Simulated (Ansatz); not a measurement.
**CH₅F₃Si₂: from a rough start to a minimum**

The task is to find a stationary geometry of CH₅F₃Si₂, check the end point by its vibrations and derive ideal-gas thermochemistry.

Method: RKS PBE0-D4/def2-TZVP; program: Ansatz 0.2.0, Gaussian basis.

Levels to be run: relaxation at PBE0-D4/def2-TZVP; harmonic vibrations at the same level.

1 further run of the same task is left out (set aside as unsound or not needed).

## (1) Where the work starts

SMILES `F[SiH2]C[SiH](F)F`, 11 atoms, charge 0, spin multiplicity 1.

Atoms are counted from 1 here; the program's logs count them from 0.

Bond lengths: F1–Si2 1.616 Å, Si2–C3 1.903 Å, Si2–H7 1.453 Å, Si2–H8 1.454 Å, C3–Si4 1.878 Å, C3–H9 1.091 Å, C3–H10 1.091 Å, Si4–F5 1.600 Å, Si4–F6 1.601 Å, Si4–H11 1.443 Å. Angles: F1–Si2–C3 105.8°, F1–Si2–H7 104.6°, F1–Si2–H8 104.7°, C3–Si2–H7 112.6°, C3–Si2–H8 112.5°, H7–Si2–H8 115.5°, Si2–C3–Si4 113.3°, Si2–C3–H9 109.0°, Si2–C3–H10 109.0°, Si4–C3–H9 109.6°, Si4–C3–H10 109.6°, H9–C3–H10 106.0°, C3–Si4–F5 109.6°, C3–Si4–F6 109.6°, C3–Si4–H11 119.4°, F5–Si4–F6 101.4°, F5–Si4–H11 107.7°, F6–Si4–H11 107.6°.

The start is a GFN2-xTB geometry.

## (2) Relaxation at PBE0-D4/def2-TZVP

File in.yaml:

```yaml
crystal:
  periodic: [false, false, false]
  atoms:
    - {symbol: F, position_ang: [-0.305280, 2.081760, -1.982320]}
    - {symbol: Si, position_ang: [0.175170, 1.451770, -0.573300]}
    - {symbol: C, position_ang: [-0.404300, -0.361180, -0.592460]}
    - {symbol: Si, position_ang: [0.061200, -1.307300, 0.961560]}
    - {symbol: F, position_ang: [1.639470, -1.199600, 1.201450]}
    - {symbol: F, position_ang: [-0.506370, -0.540760, 2.246950]}
    - {symbol: H, position_ang: [1.623100, 1.575820, -0.590970]}
    - {symbol: H, position_ang: [-0.507730, 2.243960, 0.436790]}
    - {symbol: H, position_ang: [-1.486500, -0.387170, -0.725600]}
    - {symbol: H, position_ang: [0.018720, -0.859910, -1.465180]}
    - {symbol: H, position_ang: [-0.307480, -2.697400, 1.083080]}
basis:
  gaussian: {orbitals: def2-TZVP}
hamiltonian: {xc: pbe0, dispersion: d4}
relax: {f_tol: 0.005, max_steps: 150}
```

Further steps of the session: Force constants and modes.

Q: Predict the results of all the runs planned. Wanted: point group; shift from the start; total energy; dispersion term; dipole moment; lowest, highest wavenumber; zero-point energy.

**Answer**, as computed:

| quantity | value |
| --- | --- |
| point group | Cs |
| steps | 8 |
| shift from the start (rms) | 0.066 Å |
| total energy | -25019.3573 eV |
| dispersion term | -212 meV |
| dipole moment | 1.61 D |
| lowest, highest wavenumber | 17, 3104 cm⁻¹ |
| zero-point energy | 39.2 kcal/mol |
| entropy at 298.15 K | 390.8 J/(mol K) |

In words: The atoms moved 0.07 Å (rms) from the start; the bond that changed most is Si2–C3, from 1.903 to 1.863 Å. No mode is imaginary: a true minimum at this level. The stiffest mode, 3104 cm⁻¹, is a C–H stretch, and 3 modes under 200 cm⁻¹ make the vibrational entropy uncertain. Harmonic hybrid wavenumbers usually lie a few per cent above measured fundamentals. The largest Mulliken charge, +0.71 e, sits on Si4.
